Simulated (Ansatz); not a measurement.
# HfIn4SiO6 (C2) in Ansatz: single point with PBE

Aim: the single point of HfIn4SiO6 with PBE.

Program: Ansatz 0.2.0. These are calculated values, not measurements. Logs are shortened: lines on timing, memory, paths and dates and some standing lists are left out, and cuts for length are marked.

## 1. The structure

It takes space group C2 (No. 5, monoclinic). The conventional cell has a = 5.432 Å, b = 9.407 Å, c = 7.636 Å, α = 90.00°, β = 104.07°, γ = 90.00°. Hf (site symmetry 2) has 6 O at 2.13 to 2.14 Å as nearest neighbours. In (site symmetry 2) has 2 O at 2.73 Å and 4 In at 3.12 Å as nearest neighbours. In (site symmetry 2) is surrounded by 6 O at 2.23 Å. Around In (site symmetry 2) lie 2 O at 2.73 Å and 3 In at 3.07 to 3.12 Å. In (site symmetry 2) has 2 O at 2.73 Å and 3 In at 3.07 to 3.12 Å as nearest neighbours. Around Si (site symmetry 2) lie 6 O at 1.85 Å. O (site symmetry 1) has 1 Si at 1.85 Å as nearest neighbours. O (site symmetry 1) has 1 Si at 1.85 Å as nearest neighbours.

The cell was built by a generator and needn't be a form met in nature.

## 2. Single point, PBE

Input file input.yaml:

```yaml
crystal:
  lattice:
    - [2.71585, -4.70357, 0.00833]
    - [2.71585, 4.70357, 0.00833]
    - [-1.87915, 0.0, 7.40127]
  atoms:
    - { symbol: Hf, position: [0.78835, 0.21165, 0.0] }
    - { symbol: In, position: [0.62175, 0.37825, 0.5] }
    - { symbol: In, position: [0.45502, 0.54498, 0.0] }
    - { symbol: In, position: [0.28407, 0.71593, 0.5] }
    - { symbol: In, position: [0.95814, 0.04186, 0.5] }
    - { symbol: Si, position: [0.12168, 0.87832, 0.0] }
    - { symbol: O, position: [0.06219, 0.11415, 0.86666] }
    - { symbol: O, position: [0.88585, 0.93781, 0.13334] }
    - { symbol: O, position: [0.7949, 0.53784, 0.86663] }
    - { symbol: O, position: [0.46216, 0.2051, 0.13337] }
    - { symbol: O, position: [0.15352, 0.62879, 0.13333] }
    - { symbol: O, position: [0.37121, 0.84648, 0.86667] }
hamiltonian:
  xc: pbe
  pseudopotentials: { kind: nc, source: spms }
kpoints:
  mp_grid: { grid: [6, 6, 4] }
scf:
  occupations: { method: fermi_dirac, width: 0.05 }
output:
  forces: true
  stress: true
  eigenvalues: true
```

Potentials or basis: SPMS NC.

Run with:

```
$ ansatz run input.yaml --threads 8 --pin off --max-ram 20480MiB --backend cpu --events-out ev --progress --plain --runs-dir out
```

Standard output:

```text
Warning: RAYON_NUM_THREADS=8 ignored (pool sized by the plan → 8); use --threads N
Engine: ansatz 0.2.0, x86_64-unknown-linux-gnu
Pseudopotentials: kind: nc
Pseudopotential: Hf, nc, valence charge 12, recommended cutoff 408.17079368981996 eV (normal), Hf.nc.azcp
Pseudopotential: In, nc, valence charge 13, recommended cutoff 544.22772491976 eV (normal), In.nc.azcp
Pseudopotential: Si, nc, valence charge 4, recommended cutoff 408.17079368981996 eV (normal), Si.nc.azcp
Pseudopotential: O, nc, valence charge 6, recommended cutoff 1034.032677347544 eV (normal), O.nc.azcp
Functional definition: PBE
  parameter kappa = 0.804
  parameter beta = 0.06672455060314922
  exchange = pbe_x(kappa = kappa, mu = beta*pi^2/3)
  correlation = pbe_c(beta = beta)
Crystal: 12 atoms, lattice volume = 189.238 Å³
Basis set: ecut = 1034.032677347544 eV, 14293 PW (Γ), exchange–correlation on 120×120×162 points (8 copies of the dense FFT grid, shifted against one another)
Bands: 64, of which v1, the nominal top of the filled ones, is band 52 counted from 1 (51 counted from 0)
Symmetry: 2 space group operations
Space group: C2 (ITA 5), of the structure as read, at distance tolerance 5.7e-5 Å
k-points: 47 of 144 (time reversal used)
Non-local potential: Hf, projectors of the file, l = 0: 2, l = 1: 2, l = 2: 2, l = 3: 2
Non-local potential: In, projectors of the file, l = 0: 2, l = 1: 2, l = 2: 2
Non-local potential: Si, projectors of the file, l = 0: 2, l = 1: 2, l = 2: 2
Non-local potential: O, projectors of the file, l = 0: 2, l = 1: 2, l = 2: 1
Initial density: superposition of atomic densities (chi_scale 0.1, normalization cell, long waves 18 % of neutral atoms (reshape's long-wave potential 1.18 eV rms, cloud 2.41 Å wide))
Initial wavefunctions: pseudopotential atomic-orbital guess
Functional: x = pbe(κ = 0.804, μ = 0.2195149727645171), c = pbe(β = 0.06672455060314922)
SCF iter   1: F=—  HF=-11058.046100 eV  |F-HF|=—  |Δ(HF+E_count)|=         —  Δρ=7.67e-2  dr2=4.24e1  ethr=3.10e-3  ⟨swp⟩=6.4  Hψ=11997  notcnv=0  defer=20
preconditioner: auto → Kerker (q_TF=auto, 2.469 Å⁻¹)  [metal: Δε(μ)=0.016 eV  Ē_g=14.140 eV  σ=0.050 eV  W_gap=0.08  n_scr=46 (ndim 8)  ℏωp=26.4 eV  f_vac=0.000  D(μ)=5.93/eV (n_scr^D=40)]
SCF iter   2: F=—  HF=-11054.127015 eV  |F-HF|=—  |Δ(HF+E_count)|=    3.92e0  Δρ=3.90e-2  dr2=1.43e1  ethr=3.10e-3  ⟨swp⟩=2.3  Hψ=5104  notcnv=0  defer=178
SCF iter   3: F=—  HF=-11051.827682 eV  |F-HF|=—  |Δ(HF+E_count)|=    2.30e0  Δρ=3.12e-2  dr2=8.58e0  ethr=3.10e-3  ⟨swp⟩=2.5  Hψ=6067  notcnv=0  defer=175
SCF iter   4: F=—  HF=-11049.989815 eV  |F-HF|=—  |Δ(HF+E_count)|=    1.84e0  Δρ=1.59e-2  dr2=2.15e0  ethr=3.10e-3  ⟨swp⟩=3.6  Hψ=6148  notcnv=0  defer=149
SCF iter   5: F=—  HF=-11049.357346 eV  |F-HF|=—  |Δ(HF+E_count)|=   6.32e-1  Δρ=6.96e-3  dr2=1.14e-1  ethr=2.06e-3  ⟨swp⟩=2.8  Hψ=4109  notcnv=0  defer=220
SCF iter   6: F=—  HF=-11049.375593 eV  |F-HF|=—  |Δ(HF+E_count)|=   1.82e-2  Δρ=2.59e-3  dr2=7.85e-2  ethr=1.10e-4  ⟨swp⟩=2.9  Hψ=4962  notcnv=0  defer=194
SCF iter   7: F=—  HF=-11049.359528 eV  |F-HF|=—  |Δ(HF+E_count)|=   1.61e-2  Δρ=1.10e-3  dr2=3.14e-3  ethr=7.55e-5  ⟨swp⟩=2.2  Hψ=4069  notcnv=0  defer=194
SCF iter   8: F=—  HF=-11049.359428 eV  |F-HF|=—  |Δ(HF+E_count)|=   1.00e-4  Δρ=5.50e-4  dr2=7.88e-4  ethr=3.01e-6  ⟨swp⟩=2.0  Hψ=5567  notcnv=0  defer=193
SCF iter   9: F=—  HF=-11049.359570 eV  |F-HF|=—  |Δ(HF+E_count)|=   1.42e-4  Δρ=4.24e-4  dr2=6.73e-4  ethr=7.57e-7  ⟨swp⟩=2.0  Hψ=5073  notcnv=0  defer=193
SCF iter  10: F=—  HF=-11049.359429 eV  |F-HF|=—  |Δ(HF+E_count)|=   1.41e-4  Δρ=6.72e-5  dr2=1.40e-5  ethr=6.47e-7  ⟨swp⟩=2.0  Hψ=3736  notcnv=0  defer=193
SCF iter  11: F=—  HF=-11049.358909 eV  |F-HF|=—  |Δ(HF+E_count)|=   5.20e-4  Δρ=3.28e-5  dr2=2.71e-6  ethr=1.35e-8  ⟨swp⟩=2.0  Hψ=5165  notcnv=0  defer=193
SCF iter  12: F=—  HF=-11049.358909 eV  |F-HF|=—  |Δ(HF+E_count)|=   1.32e-7  Δρ=1.66e-5  dr2=4.34e-7  ethr=2.60e-9  ⟨swp⟩=2.1  Hψ=5066  notcnv=0  defer=193
SCF iter  13: F=-11049.358909 eV  HF=-11049.358909 eV  |F-HF|=1.33e-8  |Δ(HF+E_count)|=   2.70e-8  Δρ=4.74e-6  dr2=6.04e-8  ethr=9.62e-11  ⟨swp⟩=17.3  Hψ=19492  notcnv=0
SCF 1 converged in 13 iterations: F = -11049.358909 eV  dr2 = 6.04e-8
SCF converged after 13 iterations
Free energy (F): -11049.358909 eV
Harris-Foulkes:  -11049.358909 eV  (|F-HF|=1.33e-8)
Internal energy: -11049.335369 eV  (E = F + TS)
E sigma→0 (E₀):  -11049.347139 eV
Entropy (-TS):   -0.023540 eV (-1.962 meV/atom)
Fermi energy:    10.993839 eV
--- Per-component energies (eV) ---
  E_band       = -255.098496
  E_kinetic    = 5889.926585
  E_local      = -6845.864401  (includes V_loc(G=0)·N_el)
  E_nonlocal   = -2008.338243
  E_hartree    = 2465.839287
  E_xc         = -3006.789437
  E_vxc        = -2222.494698  (∫ρ·V_xc dr)
  E_ewald      = -7544.109160
  E_smearing   = -0.023540  (= −TS)
  E_closure    = -0.000000  (closes the sum)
  Σ components = -11049.358909   (vs F -11049.358909, Δ=0.00e0)
--- Forces (eV/Å), atoms counted from 1 ---
  atom   1  Hf     0.00000000     0.00711968    -0.00000000
  atom   2  In    -0.00000000     0.00524567     0.00000000
  atom   3  In    -0.00000000     0.00147957     0.00000000
  atom   4  In     0.00000000    -0.00915868     0.00000000
  atom   5  In     0.00000000     0.00314003    -0.00000000
  atom   6  Si    -0.00000000     0.00442199     0.00000000
  atom   7  O     -0.04264278     0.05573322     0.04569555
  atom   8  O      0.04264278     0.05573322    -0.04569555
  atom   9  O     -0.02600681    -0.07073677     0.04363224
  atom  10  O      0.02600681    -0.07073677    -0.04363224
  atom  11  O     -0.06520933     0.00888932    -0.04311194
  atom  12  O      0.06520933     0.00888932     0.04311194
  max |Σ_I F_I| component: 1.98e-5 eV/Å
--- Stress (GPa, compression-positive) ---
       -0.213774       0.000000       0.006730
        0.000000      -0.285437      -0.000000
        0.006730      -0.000000      -0.420560
  P = ⅓ Tr σ = -0.3066 GPa (-3.066 kbar)
--- Band table (eV; the first three rows and the last of 47) ---
  k-point 0: bands = ["-52.8419", "-21.5993", "-21.5993", "-21.5859", "-10.6201", "-9.1472", "-9.1423", "-8.4194", "-8.2510", "-8.2394", "-4.8517", "-4.8512", "-4.8011", "-4.5858", "-4.5803", "-3.9890", "-3.8823", "-3.8769", "-3.8104", "-3.8101", "-3.7940", "-3.7924", "-3.7254", "-3.7253", "-3.7073", "-3.7067", "-3.6174", "-3.6166", "-3.6084", "-3.6026", "1.0409", "2.4119", "3.2253", "3.2277", "4.0016", "4.1683", "4.5631", "4.5727", "5.2064", "5.2891", "5.3032", "6.1976", "6.4300", "6.5511", "6.7692", "6.8654", "6.9097", "7.2672", "7.3661", "10.1324", "10.3308", "10.6491", "10.7769", "10.9483", "10.9853", "11.4826", "11.8894", "12.8371", "13.1923", "13.2232", "15.2207", "16.2262", "16.7014", "16.7032"]
  k-point 1: bands = ["-52.8419", "-21.5993", "-21.5993", "-21.5859", "-10.6176", "-9.1456", "-9.1439", "-8.4263", "-8.2457", "-8.2446", "-4.8516", "-4.8514", "-4.7994", "-4.5831", "-4.5830", "-3.9835", "-3.8823", "-3.8769", "-3.8107", "-3.8099", "-3.7939", "-3.7925", "-3.7254", "-3.7253", "-3.7072", "-3.7067", "-3.6185", "-3.6135", "-3.6085", "-3.6045", "1.0835", "2.5005", "3.2249", "3.2284", "3.7751", "4.1796", "4.5680", "4.5686", "4.8043", "5.2940", "5.2958", "6.4874", "6.4880", "6.7283", "6.8840", "6.8920", "6.9667", "7.3154", "7.3204", "10.2305", "10.2320", "10.3952", "10.7914", "10.9159", "10.9541", "11.0057", "12.4712", "12.9532", "13.2050", "13.2087", "14.9370", "16.3874", "16.4014", "16.8011"]
  k-point 2: bands = ["-52.8419", "-21.5993", "-21.5993", "-21.5859", "-10.6151", "-9.1489", "-9.1406", "-8.4331", "-8.2499", "-8.2404", "-4.8519", "-4.8510", "-4.7978", "-4.5856", "-4.5803", "-3.9780", "-3.8823", "-3.8769", "-3.8112", "-3.8094", "-3.7936", "-3.7928", "-3.7255", "-3.7253", "-3.7070", "-3.7067", "-3.6209", "-3.6097", "-3.6086", "-3.6059", "1.1272", "2.6487", "3.2245", "3.2290", "3.4549", "4.1851", "4.5642", "4.5730", "4.6429", "5.2861", "5.3025", "6.4297", "6.5512", "6.7506", "6.8588", "6.9154", "7.2627", "7.3683", "7.5657", "9.9018", "10.1419", "10.3302", "10.8028", "10.8434", "10.9413", "10.9853", "12.6478", "13.1864", "13.2243", "13.2416", "14.6169", "16.2190", "16.6929", "16.8838"]
  k-point 46: bands = ["-52.8419", "-21.6067", "-21.6006", "-21.5854", "-10.1479", "-9.3574", "-8.9311", "-8.6501", "-8.6392", "-8.2719", "-4.8611", "-4.8552", "-4.7906", "-4.5772", "-4.5490", "-4.1153", "-3.9346", "-3.9182", "-3.8905", "-3.8428", "-3.8120", "-3.7824", "-3.7683", "-3.6692", "-3.6679", "-3.6537", "-3.5933", "-3.5677", "-3.5549", "-3.4169", "1.5411", "2.9286", "3.1448", "3.4966", "3.8032", "3.9995", "4.5282", "4.5890", "5.0228", "5.2854", "5.3144", "5.9058", "5.9848", "6.3348", "6.3680", "6.5586", "7.1065", "7.3441", "7.6236", "7.8520", "8.7264", "9.0446", "11.8562", "12.4060", "12.9745", "13.1039", "13.2323", "13.8462", "15.0845", "15.4330", "15.5203", "15.8025", "16.1229", "16.3845"]
```

Run time: 81 s. Hardware: 8 threads of Intel Xeon at 2.50GHz (Skylake/Cascade Lake), shared host; peak memory 2.4 GiB.

What came out:

```
Free energy            : -11049.3589 eV
Pressure               : -0.3 GPa
Largest force          : 0.087 eV/Å
Band gap on the k mesh : none (metal or under the smearing width)
```

Forces in eV/Å, atoms in the order of the input:
```
Hf   0.000  0.007  0.000
In   0.000  0.005  0.000
In   0.000  0.001  0.000
In   0.000 -0.009  0.000
In   0.000  0.003  0.000
Si   0.000  0.004  0.000
O   -0.043  0.056  0.046
O    0.043  0.056 -0.046
O   -0.026 -0.071  0.044
O    0.026 -0.071 -0.044
O   -0.065  0.009 -0.043
O    0.065  0.009  0.043
```

Spin-orbit coupling is left out, which matters for the levels of Hf.
